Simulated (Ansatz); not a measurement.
# GeH₅ (doublet): wave-function methods side by side at distance H1–H2 along a hydrogen transfer = 1.109 Å, cc-pVTZ

How much of the correlation energy of GeH₅ (doublet) does each wave-function method recover here?

The runs use Ansatz 0.2.0, Gaussian basis; cc-pVTZ, core rule «outside noble gas», up to 14 orbitals frozen.

To be run: UHF; CCSD(T) on ROHF; CCSD(T) on UHF; BCCD(T) on ROHF; CISD; CCSDT(Q) on ROHF; CCSDT(Q) on UHF; CASSCF and NEVPT2, 3 electrons in 3 orbitals; CASSCF and NEVPT2, 9 electrons in 9 orbitals.

## 1. The geometry

The geometry derives from fragments relaxed apart (PBE0/def2-TZVP) and kept rigid, so it is no stationary point. A hydrogen atom is moved between rigid fragments. No spin-orbit coupling is included. The filled d shell of Ge may be among the frozen orbitals whatever the setting's name suggests; the logs give the count.

6 atoms, charge 0, spin multiplicity 2.

Atoms are counted from 1 here; the program's logs count them from 0.

Bond lengths: H2–Ge3 1.530 Å, Ge3–H4 1.539 Å, Ge3–H5 1.539 Å, Ge3–H6 1.539 Å. Angles: H2–Ge3–H4 107.7°, H2–Ge3–H5 107.7°, H2–Ge3–H6 107.7°, H4–Ge3–H5 111.2°, H4–Ge3–H6 111.2°, H5–Ge3–H6 111.2°.

As a file:

```
H    -2.60315    0.00000    0.00000
H    -1.49415    0.00000    0.00000
Ge    0.03585    0.00000    0.00000
H     0.50452   -1.46592    0.00000
H     0.50452    0.73296   -1.26952
H     0.50452    0.73296    1.26952
```

## 2. UHF

Input file in.yaml:

```yaml
crystal:
  periodic: [false, false, false]
  atoms:
    - {symbol: H, position_ang: [-2.603149, 0.000000, -0.000001]}
    - {symbol: H, position_ang: [-1.494149, 0.000000, 0.000000]}
    - {symbol: Ge, position_ang: [0.035851, 0.000000, 0.000000]}
    - {symbol: H, position_ang: [0.504520, -1.465915, 0.000000]}
    - {symbol: H, position_ang: [0.504520, 0.732957, -1.269519]}
    - {symbol: H, position_ang: [0.504520, 0.732957, 1.269520]}
basis:
  gaussian: {orbitals: cc-pVTZ}
magnetization: {spin_polarized: true, initial_magnetization: 1}
hamiltonian: {xc: hf}
output: {orbitals: {seedname: orbitals}}
```

On the command line:

```bash
$ ansatz run in.yaml --threads 1 --pin off --events-out ev --progress --plain --max-ram 7936MiB --backend cpu
```

The runs that follow: CCSD(T) on ROHF; CCSD(T) on UHF; BCCD(T) on ROHF; CISD; CCSDT(Q) on ROHF; CCSDT(Q) on UHF; CASSCF and NEVPT2, 3 electrons in 3 orbitals; CASSCF and NEVPT2, 9 electrons in 9 orbitals.

**Question.** What will the summary of the whole plan be? Wanted: UCCSDT(Q) below the RHF energy; RMP2 from UCCSDT(Q); UMP2 from UCCSDT(Q); RCCSD from UCCSDT(Q); RCCSD(T) from UCCSDT(Q); UCCSD(T) from UCCSDT(Q); RCCSDT(Q) from UCCSDT(Q); NEVPT2 pair from UCCSDT(Q); NEVPT2 valence from UCCSDT(Q).

The runs gave:

```
                         quantity                                                   value
   UCCSDT(Q) below the RHF energy                                              -5.1712 eV
              RMP2 from UCCSDT(Q)                                         +23.35 kcal/mol
              UMP2 from UCCSDT(Q)                                         +23.18 kcal/mol
             RCCSD from UCCSDT(Q)                                          +3.37 kcal/mol
          RCCSD(T) from UCCSDT(Q)                                          +0.61 kcal/mol
          UCCSD(T) from UCCSDT(Q)                                          +0.59 kcal/mol
         RCCSDT(Q) from UCCSDT(Q)                                          +0.03 kcal/mol
       NEVPT2 pair from UCCSDT(Q)                                         +23.30 kcal/mol
    NEVPT2 valence from UCCSDT(Q)                                         +22.10 kcal/mol
levels within 1 kcal/mol (43 meV)  RCCSD(T), UCCSD(T), BCCD(T), RCCSDT, UCCSDT, RCCSDT(Q)
                    T1 diagnostic                                                   0.025
   effectively unpaired electrons                                                    1.02
```

**Reading.** RCCSD(T) misses by +0.61 kcal/mol, 0.5 % of the correlation energy. One determinant dominates. Of the multireference levels listed NEVPT2 valence comes nearest in total energy (+22.10 kcal/mol), which doesn't show that its space is the better one. These misses are within one basis, not against nature; the frozen cores of restricted and unrestricted runs differ, which can shift their rows.
